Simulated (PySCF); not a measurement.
# BBrH5N: the cost of one run

Programs: PySCF 2.14.0, with density-fitted response routines of our own. Each step states its level of theory. These are calculated values for one molecule in the gas phase, unless marked as measured. Atoms count from 0, in the outputs and in this text.

### 1 The molecule as given

8 atoms, charge 0, multiplicity 1; geometry from: GFN2-xTB. The atoms were then displaced at random by about 0.01 Å, so the start is not that level's minimum.

Bonds of the start (Å): N0–B1 1.62, B1–Br2 1.98, N0–H3 1.02, N0–H4 1.03, N0–H5 1.05, B1–H6 1.19, B1–H7 1.19.

### 2 Optimising the geometry at PBE0-D3(BJ)/def2-SVP

The job: settings as JSON, then the geometry in Å.

```
{"job": {"xc": "PBE0", "basis": "def2-SVP", "d3": "d3bj", "grid": 1, "shake": 0.01, "kind": "geom"}, "charge": 0, "multiplicity": 1}
N     -0.795520     0.192570     0.052840
B      0.692150    -0.402080    -0.150830
Br     1.831500     1.032560     0.595250
H     -0.930410     0.405890     1.036400
H     -1.524940    -0.434580    -0.304900
H     -0.879180     1.106180    -0.458780
H      0.771070    -1.392810     0.495850
H      0.890470    -0.526870    -1.318280
```

Run with:

```bash
$ OMP_NUM_THREADS=1 python probes_run.py task.json out
```

One launch serves the whole session: the jobs run in the order shown.

**Question.** How long does this first job take on 1 thread of Arm Neoverse V2, shared host, and how much memory does it need?

About 15 s, with a peak of 0.36 GiB.
